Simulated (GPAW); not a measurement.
The system is CsLiCr2Te2S3.

```xyz
9
Lattice="3.4216 -5.1807 0.0078 3.4216 5.1807 0.0078 -2.9041 0.0000 7.4309" Properties=species:S:1:pos:R:3 pbc="T T T"
Cs    0.6167    0.0000    0.0649
Li    2.4219    0.0000    4.1212
Cr    0.1728    2.1297    4.1498
Cr    0.1728   -2.1297    4.1498
Te    4.0786    1.5993    2.1688
Te    4.0786   -1.5993    2.1688
S     2.0049   -2.1476    5.4598
S     2.0049    2.1476    5.4598
S     0.0600    0.0000    3.5978
```

The cell was built by a generator and needn't be a form met in nature.

Base run:

| Property | Result |
| --- | --- |
| Program | GPAW 26.7.0 |
| Functional | PBE |
| Potentials or basis | GPAW PAW data sets (gpaw-data 1.2.1) |
| Cutoff | 800 eV |
| Basis | pw |
| k mesh | 4 × 4 × 3 |
| Occupations | fermi-dirac, width 0.05 eV |
| Spin | no spin polarisation |

Its results: band gap on the k mesh none (metal or under the smearing width); pressure -1.9 GPa; largest force 0.653 eV/Å.

The run is repeated on the same cell with these changes: spin from no spin polarisation to collinear spin, ferromagnetic start. What comes out?

Band gap on the k mesh none (metal or under the smearing width); pressure 0.2 GPa; net moment 4.02 μB per cell; site moments Cs -0.00; Li +0.00; Cr +2.20; Te -0.16; S -0.07 μB; largest force 0.107 eV/Å.
